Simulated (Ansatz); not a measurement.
# TiCl2: the cost of one run

Computed with Ansatz 0.2.0 (DFT r2SCAN, scalar-relativistic, plane waves, PAW, unless a step's input says otherwise).

## 1. Starting point

The structure is cubic, space group Fm-3m (No. 225). Conventional cell: a = 5.820 Å, b = 5.820 Å, c = 5.820 Å, α = 90.00°, β = 90.00°, γ = 90.00°. Ti (site symmetry m-3m) has 8 Cl at 2.52 Å in its first shell of neighbours. Around Cl (site symmetry -43m) lie 4 Ti at 2.52 Å.

Coordinates:

```
CELL_PARAMETERS angstrom
0.00000 2.90988 2.90988
2.90988 0.00000 2.90988
5.81975 5.81975 0.00000
ATOMIC_POSITIONS crystal
Ti 0.00000 0.00000 0.00000
Cl 0.25000 0.25000 0.12500
Cl 0.75000 0.75000 0.37500
Ti 0.00000 0.00000 0.50000
Cl 0.25000 0.25000 0.62500
Cl 0.75000 0.75000 0.87500
```

## 2. Volume dafm0: 0.8 V/V0

input.yaml reads:

```yaml
crystal:
  lattice:
    - [0.0, 2.9098753619, 2.9098753619]
    - [2.9098753619, 0.0, 2.9098753619]
    - [5.8197507239, 5.8197507239, 0.0]
  atoms:
    - { symbol: Ti, position: [1.0, 0.0, 0.0], spin: 1.0 }
    - { symbol: Cl, position: [0.25, 0.25, 0.125] }
    - { symbol: Cl, position: [0.75, 0.75, 0.375] }
    - { symbol: Ti, position: [1.0, 0.0, 0.5], spin: -1.0 }
    - { symbol: Cl, position: [0.25, 0.25, 0.625] }
    - { symbol: Cl, position: [0.75, 0.75, 0.875] }
basis:
  ecutwfc: 500
kpoints:
  mp_grid: { grid: [8, 8, 4] }
hamiltonian:
  xc: r2scan
scf:
  occupations: { method: gaussian, width: 0.02 }
output:
  forces: true
  stress: true
  eigenvalues: true
  populations: true
  write_density: true
  write_potential: true
  elf: true
  volumetric_format: npy
magnetization:
  spin_polarized: true
```

Launch:

```sh
> ansatz run input.yaml --threads 1 --pin off --max-ram 2560MiB --backend cpu --events-out ev --progress --plain --runs-dir out
```

What time and memory should one allow on 1 thread of Intel Xeon at 2.70GHz, shared host?

About 32 s, with a peak of 0.84 GiB.
